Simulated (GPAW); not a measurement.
**Ti3S2: equation of state with PBE**

Ti3S2:

```
Ti S
1.0
     2.71311    1.56642    3.23762
    -2.71311    1.56642    3.23762
     0.00000   -3.13283    3.23762
Ti S
3 2
Direct
  0.00000 0.33565 0.66434
  0.66434 0.00000 0.33565
  0.33565 0.66434 0.00000
  0.16784 0.16784 0.16784
  0.83216 0.83216 0.83216
```

The cell comes from a database or a generator and needn't be the stable form of this composition.

| Quantity | Value |
| --- | --- |
| Program | GPAW 26.7.0 |
| Task | equation of state |
| Functional | PBE |
| Potentials or basis | GPAW PAW data sets (gpaw-data 1.2.1) |
| Cutoff | 600 eV |
| Basis | pw |
| k mesh | 5 × 5 × 5 |
| Occupations | fermi-dirac, width 0.05 eV |
| Spin | no spin polarisation |
| Maxiter | 150 |
| Eos scales | [0.94, 0.96, 0.98, 1.0, 1.02, 1.04, 1.06] |

```json
{
  "Equilibrium volume": "16.62 Å³/atom",
  "Bulk modulus at fixed shape and positions": "126 GPa",
  "Pressure derivative of the bulk modulus": "4.7 (rough: it moves with the points fitted)"
}
```

Energy against volume, from the lowest point:
| volume (Å³/atom) | energy (meV/atom) |
| --- | --- |
| 15.521 | 32.45 |
| 15.851 | 15.07 |
| 16.181 | 4.54 |
| 16.511 | 0.00 |
| 16.842 | 0.71 |
| 17.172 | 6.30 |
| 17.502 | 16.19 |

It took 8.1 min on 1 thread of Arm Neoverse V2, on a shared host, peak memory 0.39 GiB.

Caveat: the cell was scaled at fixed shape and fractional positions, which overstates the stiffness of a crystal with free parameters, most of all of layers and chains.
